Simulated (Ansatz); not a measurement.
# F3H2InS: up Jacob's ladder to CCSD(T)

One table from this session's results is given with a row withheld; the runs are named, their logs left out.

The runs use Ansatz 0.2.0, Gaussian basis; functionals in def2-TZVPP, the program's frozen cores in correlated methods.

Levels to be run: LDA (SPW92), PBE-D4, revPBE-D4, BLYP-D4, r2SCAN-D4, B97M-V, PBE0-D4, B3LYP-D4, r2SCANh-D4, r2SCAN0-D4, HSE06-D4, BHLYP-D4, CAM-B3LYP-D4, LC-ωPBE, ωB97X-V, ωB97M-V, B2PLYP, PBE-QIDH; CCSD(T)/def2-SVP; CCSD(T)/def2-TZVPP; MP2/def2-QZVPP; extrapolation to the limit; RPA on PBE.

## The geometry

An earlier PBE0-D4 in a triple-zeta def2 set relaxation fixed the geometry. In takes the def2 core potential; no spin-orbit term is included.

SMILES `[F][In-]([F])([F])[SH2+]`, 7 atoms, charge 0, spin multiplicity 1.

Atoms are counted from 1 here; the program's logs count them from 0.

Bond lengths: F1–In2 1.933 Å, In2–F3 1.946 Å, In2–F4 1.946 Å, In2–S5 2.676 Å, S5–H6 1.347 Å, S5–H7 1.347 Å. Angles: F1–In2–F3 119.1°, F1–In2–F4 119.2°, F1–In2–S5 107.7°, F3–In2–F4 116.8°, F3–In2–S5 92.0°, F4–In2–S5 92.2°, In2–S5–H6 88.9°, In2–S5–H7 89.0°, H6–S5–H7 93.1°.

Set-up of the first run:

in.yaml reads:

```yaml
crystal:
  periodic: [false, false, false]
  atoms:
    - {symbol: F, position_ang: [1.283224, -1.699945, 1.638177]}
    - {symbol: In, position_ang: [0.094480, -1.048966, 0.259978]}
    - {symbol: F, position_ang: [-1.805489, -0.884044, 0.648785]}
    - {symbol: F, position_ang: [0.591996, -1.277599, -1.607484]}
    - {symbol: S, position_ang: [0.390070, 1.607414, 0.120012]}
    - {symbol: H, position_ang: [-0.951673, 1.729828, 0.116368]}
    - {symbol: H, position_ang: [0.458590, 1.505312, -1.221633]}
basis:
  gaussian: {orbitals: def2-TZVPP}
hamiltonian: {xc: lda}
output: {orbitals: {seedname: orbitals}}
```

Steps of the session up to this table: LDA; PBE-D4 (GGA); revPBE-D4 (GGA); BLYP-D4 (GGA); r2SCAN-D4 (meta-GGA); B97M-V (meta-GGA); PBE0-D4 (hybrid); B3LYP-D4 (hybrid); r2SCANh-D4 (hybrid); r2SCAN0-D4 (hybrid); HSE06-D4 (hybrid); BHLYP-D4 (hybrid); CAM-B3LYP-D4 (range-separated); LC-ωPBE-D4 (range-separated; the results give it without D4); ωB97X-V (range-separated); ωB97M-V (range-separated); B2PLYP (double hybrid); PBE-QIDH (double hybrid).

One table of the session follows, with a row left open; its other results are not shown here.

It belongs to the step «Frontier levels by functional». 

```
  functional  HOMO (eV)  LUMO (eV)  gap (eV)
 LDA (SPW92)      -8.48      -3.48      5.01
      PBE-D4      -8.26      -3.08      5.18
   revPBE-D4      -8.18      -2.92      5.26
     BLYP-D4      -8.16      -3.07      5.08
   r2SCAN-D4      -8.66      -2.82      5.84
      B97M-V      -8.76      -2.90      5.85
     PBE0-D4      -9.85      -2.14      7.72
    B3LYP-D4      -9.59      -2.51      7.08
  r2SCANh-D4      -9.26      -2.48      6.77
  r2SCAN0-D4     -10.12      -1.98      8.13
    HSE06-D4          ?          ?         ?
    BHLYP-D4     -11.21      -1.27      9.95
CAM-B3LYP-D4     -11.23      -1.21     10.02
     LC-ωPBE     -12.57       0.20     12.77
     ωB97X-V     -12.22       0.03     12.25
     ωB97M-V     -12.08      -0.16     11.92
```

Estimate the missing values for HSE06-D4.

As computed: HOMO (eV): -9.45; LUMO (eV): -2.51; gap (eV): 6.94. In the column «HOMO (eV)» it lies between B3LYP-D4 (-9.59) and r2SCANh-D4 (-9.26).
